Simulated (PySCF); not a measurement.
# Yb³⁰⁺, Yb³¹⁺: ionisation energy in even-tempered 19s14p9d4f3g

Wanted: the ionisation energy of ytterbium, up a ladder of methods.

Method: unrestricted determinants in a Gaussian basis, no spin-orbit coupling in the energies. Code: PySCF 2.14.0.

### 1 Starting point

- Element: ytterbium (Z = 70)
- Basis: an even-tempered Gaussian basis (19 s from 2.5 bohr⁻², ratio 2.5; 14 p from 3.2 bohr⁻², ratio 2.5; 9 d from 3.2 bohr⁻², ratio 2.5; 4 f from 14 bohr⁻², ratio 2.7; 3 g from 21 bohr⁻², ratio 2.7)
- Hamiltonian: scalar relativity by spin-free X2C-1e
- State 1: Yb³⁰⁺: [Kr] 4d4, high-spin 5D determinant
- State 2: Yb³¹⁺: [Kr] 4d3, high-spin 4F determinant
- Methods: UHF, LDA, PBE, PBE0, r2SCAN, MP2
- Core shells frozen in the correlated runs: outer shells: [Ar] 3d10 (for Yb³⁰⁺)

The outer shells:

Yb30+ [Kr] 4d4
```
[Kr] core
4d [↑ ][↑ ][↑ ][↑ ][  ]
```

Yb31+ [Kr] 4d3
```
[Kr] core
4d [↑ ][↑ ][↑ ][  ][  ]
```

One driver process ran all states and methods and kept the integrals in memory. Each run is shown as a PySCF script that sums up its settings (the driver passes frozen orbitals as a list and adds second-order terms of double hybrids); the logs are those of the runs themselves. The driver starts from symmetry-adapted Hartree-Fock orbitals, holds the occupation by maximum overlap and uses a logarithmic radial grid for functionals, so a plain start would take other cycles.

The driver's launch:

```sh
$ OMP_NUM_THREADS=2 python atomrun2.py TASK.json OUT
```

The integrals over 161 functions and the set-up took 2.5 s of CPU time.

### 2 Yb³⁰⁺

Level: UHF.

input.py reads:

```python
from pyscf import gto, scf, dft, mp, cc
mol = gto.M(atom="Yb 0 0 0", charge=30, spin=4, symmetry="D2h",
            basis=gto.etbs([(0, 19, 2.5, 2.5), (1, 14, 3.2, 2.5), (2, 9, 3.2, 2.5), (3, 4, 14, 2.7), (4, 3, 21, 2.7)]),
            nucmod="G")
mf = scf.UHF(mol).sfx2c1e()
mf.irrep_nelec = {'Ag': (7, 6), 'B1g': (2, 1), 'B2g': (2, 1), 'B3g': (2, 1), 'B1u': (3, 3), 'B2u': (3, 3), 'B3u': (3, 3)}
mf.kernel()
```

Level: LDA.

Changes to input.py:

```diff
@@ -4,3 +4,3 @@
             nucmod="G")
-mf = scf.UHF(mol).sfx2c1e()
+mf = dft.UKS(mol, xc="LDA,VWN").sfx2c1e()
 mf.irrep_nelec = {'Ag': (7, 6), 'B1g': (2, 1), 'B2g': (2, 1), 'B3g': (2, 1), 'B1u': (3, 3), 'B2u': (3, 3), 'B3u': (3, 3)}
```

Level: PBE.

Changes to input.py:

```diff
@@ -4,3 +4,3 @@
             nucmod="G")
-mf = dft.UKS(mol, xc="LDA,VWN").sfx2c1e()
+mf = dft.UKS(mol, xc="PBE").sfx2c1e()
 mf.irrep_nelec = {'Ag': (7, 6), 'B1g': (2, 1), 'B2g': (2, 1), 'B3g': (2, 1), 'B1u': (3, 3), 'B2u': (3, 3), 'B3u': (3, 3)}
```

Level: PBE0.

Changes to input.py:

```diff
@@ -4,3 +4,3 @@
             nucmod="G")
-mf = dft.UKS(mol, xc="PBE").sfx2c1e()
+mf = dft.UKS(mol, xc="PBE0").sfx2c1e()
 mf.irrep_nelec = {'Ag': (7, 6), 'B1g': (2, 1), 'B2g': (2, 1), 'B3g': (2, 1), 'B1u': (3, 3), 'B2u': (3, 3), 'B3u': (3, 3)}
```

Level: r2SCAN.

Changes to input.py:

```diff
@@ -4,3 +4,3 @@
             nucmod="G")
-mf = dft.UKS(mol, xc="PBE0").sfx2c1e()
+mf = dft.UKS(mol, xc="R2SCAN").sfx2c1e()
 mf.irrep_nelec = {'Ag': (7, 6), 'B1g': (2, 1), 'B2g': (2, 1), 'B3g': (2, 1), 'B1u': (3, 3), 'B2u': (3, 3), 'B3u': (3, 3)}
```

Level: MP2 (outer shells).

Changes to input.py:

```diff
@@ -4,4 +4,5 @@
             nucmod="G")
-mf = dft.UKS(mol, xc="R2SCAN").sfx2c1e()
+mf = scf.UHF(mol).sfx2c1e()
 mf.irrep_nelec = {'Ag': (7, 6), 'B1g': (2, 1), 'B2g': (2, 1), 'B3g': (2, 1), 'B1u': (3, 3), 'B2u': (3, 3), 'B3u': (3, 3)}
 mf.kernel()
+mp.UMP2(mf, frozen=14).kernel()
```

### 3 Yb³¹⁺: the ladder of methods

Level: UHF.

input.py reads:

```python
from pyscf import gto, scf, dft, mp, cc
mol = gto.M(atom="Yb 0 0 0", charge=31, spin=3, symmetry="D2h",
            basis=gto.etbs([(0, 19, 2.5, 2.5), (1, 14, 3.2, 2.5), (2, 9, 3.2, 2.5), (3, 4, 14, 2.7), (4, 3, 21, 2.7)]),
            nucmod="G")
mf = scf.UHF(mol).sfx2c1e()
mf.irrep_nelec = {'Ag': (6, 6), 'B1g': (2, 1), 'B2g': (2, 1), 'B3g': (2, 1), 'B1u': (3, 3), 'B2u': (3, 3), 'B3u': (3, 3)}
mf.kernel()
```

Level: LDA.

Changes to input.py:

```diff
@@ -4,3 +4,3 @@
             nucmod="G")
-mf = scf.UHF(mol).sfx2c1e()
+mf = dft.UKS(mol, xc="LDA,VWN").sfx2c1e()
 mf.irrep_nelec = {'Ag': (6, 6), 'B1g': (2, 1), 'B2g': (2, 1), 'B3g': (2, 1), 'B1u': (3, 3), 'B2u': (3, 3), 'B3u': (3, 3)}
```

Level: PBE.

Changes to input.py:

```diff
@@ -4,3 +4,3 @@
             nucmod="G")
-mf = dft.UKS(mol, xc="LDA,VWN").sfx2c1e()
+mf = dft.UKS(mol, xc="PBE").sfx2c1e()
 mf.irrep_nelec = {'Ag': (6, 6), 'B1g': (2, 1), 'B2g': (2, 1), 'B3g': (2, 1), 'B1u': (3, 3), 'B2u': (3, 3), 'B3u': (3, 3)}
```

Level: PBE0.

Changes to input.py:

```diff
@@ -4,3 +4,3 @@
             nucmod="G")
-mf = dft.UKS(mol, xc="PBE").sfx2c1e()
+mf = dft.UKS(mol, xc="PBE0").sfx2c1e()
 mf.irrep_nelec = {'Ag': (6, 6), 'B1g': (2, 1), 'B2g': (2, 1), 'B3g': (2, 1), 'B1u': (3, 3), 'B2u': (3, 3), 'B3u': (3, 3)}
```

Level: r2SCAN.

Changes to input.py:

```diff
@@ -4,3 +4,3 @@
             nucmod="G")
-mf = dft.UKS(mol, xc="PBE0").sfx2c1e()
+mf = dft.UKS(mol, xc="R2SCAN").sfx2c1e()
 mf.irrep_nelec = {'Ag': (6, 6), 'B1g': (2, 1), 'B2g': (2, 1), 'B3g': (2, 1), 'B1u': (3, 3), 'B2u': (3, 3), 'B3u': (3, 3)}
```

Level: MP2 (outer shells).

Changes to input.py:

```diff
@@ -4,4 +4,5 @@
             nucmod="G")
-mf = dft.UKS(mol, xc="R2SCAN").sfx2c1e()
+mf = scf.UHF(mol).sfx2c1e()
 mf.irrep_nelec = {'Ag': (6, 6), 'B1g': (2, 1), 'B2g': (2, 1), 'B3g': (2, 1), 'B1u': (3, 3), 'B2u': (3, 3), 'B3u': (3, 3)}
 mf.kernel()
+mp.UMP2(mf, frozen=14).kernel()
```

**Question.** What will these runs give?

**Answer**, as computed:

| quantity | value |
| --- | --- |
| ionisation energy, Yb³⁰⁺ | UHF 1170.7, MP2 (outer shells) 1171.1 eV; reference 1175 ± 4 |

In words: The methods span 1.255 eV, from UHF (1170.7) to PBE0 (1171.9). The reference is uncertain or not like for like (spin-orbit coupling or other relativistic terms), so no ranking of close methods is drawn. The basis is finite, and no extrapolation was made.
